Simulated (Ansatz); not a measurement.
# HF/3-21G run of C2F4O (trifluoroacetyl fluoride)

What is the electronic atomisation energy of C2F4O (trifluoroacetyl fluoride) at HF/3-21G? 

The results are computed with Ansatz 0.2.0.

51 further runs of the same task are left out: 51 set aside as unsound or not needed.

### 1 The structure to begin with

C2F4O has 7 atoms, charge 0, and is taken as a singlet. As SMILES, `O=C(F)C(F)(F)F`. Geometry: relaxed at PBE0-D4/def2-TZVP.

Bond lengths: O1–C2 1.172 Å, C2–F3 1.326 Å, C2–C4 1.542 Å, C4–F5 1.330 Å, C4–F6 1.330 Å, C4–F7 1.318 Å. Angles: O1–C2–F3 124.0°, O1–C2–C4 126.4°, F3–C2–C4 109.5°, C2–C4–F5 109.8°, C2–C4–F6 109.8°, C2–C4–F7 110.2°, F5–C4–F6 108.7°, F5–C4–F7 109.1°, F6–C4–F7 109.1°.

### 2 A single-point energy at HF/3-21G

File in.yaml:

```yaml
crystal:
  periodic: [false, false, false]
  atoms:
    - symbol: O
      position_ang: [1.061180, -1.396170, 0.701140]
    - symbol: C
      position_ang: [0.088980, -0.798110, 0.435150]
    - symbol: F
      position_ang: [-1.136840, -1.201010, 0.739860]
    - symbol: C
      position_ang: [0.018150, 0.551850, -0.306440]
    - symbol: F
      position_ang: [-0.697880, 0.418270, -1.418740]
    - symbol: F
      position_ang: [-0.564330, 1.461580, 0.468830]
    - symbol: F
      position_ang: [1.230750, 0.963590, -0.619810]
basis:
  gaussian:
    orbitals: 3-21G.json
output:
  orbitals: {seedname: orbitals}
hamiltonian:
  xc: hf
accuracy: high
```

The basis set 3-21G is read from a file made from the Basis Set Exchange's data (not shown).

Command:

```console
$ ansatz run in.yaml --threads 1 --pin off --max-ram 3480MiB --events-out events.jsonl --progress --plain --runs-dir runs
```

Standard output:

```text
Warning: RAYON_NUM_THREADS=1 ignored (pool sized by the plan → 1); use --threads N
Functional definition: HF
  name "HF"
  exchange = exact_x
  correlation = 0
1391 factors; integrals over basis functions are off by at most 5.5e-9 eV
mean field evaluation 1: about -14832.6834 eV, gradient 5.5e1 eV
mean field evaluation 2: about -14833.1719 eV, gradient 5.6e1 eV
mean field evaluation 4: about -14839.8313 eV, gradient 4.6e0 eV
mean field evaluation 8: about -14839.9403 eV, gradient 7.0e-1 eV
mean field evaluation 16: about -14839.9446 eV, gradient 2.2e-8 eV
mean field -14839.94455422 eV, -545.3579034919 hartree, gradient 3.0e-8 eV, S^2 0.000000; 0 other end points of the search recorded, 0 dependent functions left out
reference -14839.94455422 eV, -545.3579034919 hartree; 28, 28 occupied and 35, 35 virtual orbitals, 1391 factors
Total energy: -14839.94455422 eV, -545.3579034919 hartree
```

Run time: 0.81 s. Hardware: 1 thread of Arm Neoverse V2, shared host; peak memory 0.15 GiB.

### 3 The C atom at the same level

File run.yaml:

```yaml
crystal:
  periodic: [false, false, false]
  atoms:
    - symbol: C
      position_ang: [0.000000, 0.000000, 0.000000]
basis:
  gaussian:
    orbitals: 3-21G.json
magnetization:
  spin_polarized: true
  initial_magnetization: 2
accuracy: high
hamiltonian:
  xc: hf
```

The basis set 3-21G is read from a file made from the Basis Set Exchange's data (not shown).

Command:

```console
$ ansatz run run.yaml --threads 1 --pin off --max-ram 3480MiB --events-out events.jsonl --progress --plain --runs-dir runs
```

Standard output:

```text
Warning: RAYON_NUM_THREADS=1 ignored (pool sized by the plan → 1); use --threads N
[... 4 set-up lines as earlier in the session ...]
42 factors; integrals over basis functions are off by at most 9.6e-9 eV
mean field evaluation 1: about -1019.7341 eV, gradient 4.9e0 eV
mean field evaluation 2: about -1019.7347 eV, gradient 4.9e0 eV
mean field evaluation 4: about -1019.9117 eV, gradient 1.9e-1 eV
mean field evaluation 8: about -1019.9119 eV, gradient 6.4e-5 eV
mean field evaluation 16: about -1019.9118 eV, gradient 6.1e-2 eV
mean field evaluation 32: about -1019.9119 eV, gradient 2.8e-8 eV
mean field -1019.91186813 eV, -37.4810698326 hartree, gradient 2.8e-8 eV, S^2 2.000971; 2 other end points of the search recorded, 0 dependent functions left out
reference -1019.91186813 eV, -37.4810698326 hartree; 4, 2 occupied and 5, 7 virtual orbitals, 42 factors
Total energy: -1019.91186813 eV, -37.4810698326 hartree
```

It took 0.04 s on 1 thread of Arm Neoverse V2, shared host.

### 4 The F atom

File in.yaml:

```yaml
crystal:
  periodic: [false, false, false]
  atoms:
    - {symbol: F, position_ang: [0.000000, 0.000000, 0.000000]}
basis:
  gaussian:
    orbitals: 3-21G.json
total_charge: 0
magnetization:
  spin_polarized: true
  initial_magnetization: 1
hamiltonian:
  xc: hf
accuracy: high
```

The basis set 3-21G is read from a file made from the Basis Set Exchange's data (not shown).

Run the same way, it converges to -98.84501 Eh (log not shown).

### 5 The O atom

File job.yaml:

```yaml
crystal:
  periodic: [false, false, false]
  atoms:
    - {symbol: O, position_ang: [0.000000, 0.000000, 0.000000]}
basis:
  gaussian: {orbitals: 3-21G.json}
magnetization: {spin_polarized: true, initial_magnetization: 2}
hamiltonian: {xc: hf}
accuracy: high
```

The basis set 3-21G is read from a file made from the Basis Set Exchange's data (not shown).

Run the same way, it converges to -74.39366 Eh (log not shown).

### 6 Summary of results

Level: HF/3-21G.

| quantity | value |
| --- | --- |
| molecule: total energy | -545.35790 Eh |
| molecule: HOMO energy | -14.46 eV |
| molecule: LUMO energy | 2.63 eV |
| molecule: HOMO–LUMO gap | 17.09 eV |
| C atom: total energy | -37.48107 Eh |
| C atom: ⟨S²⟩ | 2.001 |
| F atom: total energy | -98.84501 Eh |
| F atom: ⟨S²⟩ | 0.750 |
| O atom: total energy | -74.39366 Eh |
| O atom: ⟨S²⟩ | 2.001 |
| electronic atomisation energy | 16.927 eV |

**Reading.** Taking the molecule apart into free atoms costs 16.93 eV (390 kcal/mol), before zero-point energy and without spin-orbit coupling. Hartree–Fock lacks the correlation of the bonding pairs, which as a rule makes this value much too low; in minimal bases other errors can mask that. The basis has no polarisation functions, which makes bonds too weak.
